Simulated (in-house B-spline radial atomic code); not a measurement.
# Rb⁷⁺: ionisation energy by several methods

One table from this session's results is given with a row withheld; the runs are named, their logs left out.

Program: in-house B-spline radial atomic code version 1. Level of theory: Dirac-Coulomb, several functionals; spherical all-electron atom at the radial basis limit. These are calculated values, not measurements, unless marked.

### The system

```
element       : rubidium (Z = 37)
charge        : +7
electrons     : 30
configuration : [Ar] 3d10 4s2
nucleus       : Fermi, rms radius 4.204 fm
```

The outer shells:

[Ar] 3d10 4s2
```
[Ar] core
3d [↑↓][↑↓][↑↓][↑↓][↑↓]
4s [↑↓]
```

The first run:

The run's settings:

```ini
Z = 37
electrons = 30.0
configuration = [Ar] 3d10 4s2
hamiltonian = dirac
method = lda,vwn
spin_polarised = False
nucleus = fermi
rms_radius = 4.2036
mass_number = 85
atomic_mass = 84.91178973604
speed_of_light = 137.035999084
```

Steps of the session up to this table: LDA (VWN5); LDA (PW92); BLYP; OLYP; PW91; exchange-only LDA.

One table of the session follows, with a row left open; its other results are not shown here.

| method | ΔSCF (eV) | with Breit, QED, recoil (eV) |
| --- | --- | --- |
| LDA (VWN5) | 134.69 | 134.61 |
| LDA (PW92) | 134.69 | 134.61 |
| exchange-only LDA | 133.03 | 132.95 |
| BLYP | ? | ? |
| OLYP | 133.42 | 133.34 |
| PW91 | 134.29 | 134.21 |

Q: Estimate the row for BLYP from the others.

The run gave: ΔSCF (eV): 134.40; with Breit, QED, recoil (eV): 134.32. In the column «ΔSCF (eV)» it lies between PW91 (134.29) and LDA (VWN5) (134.69).
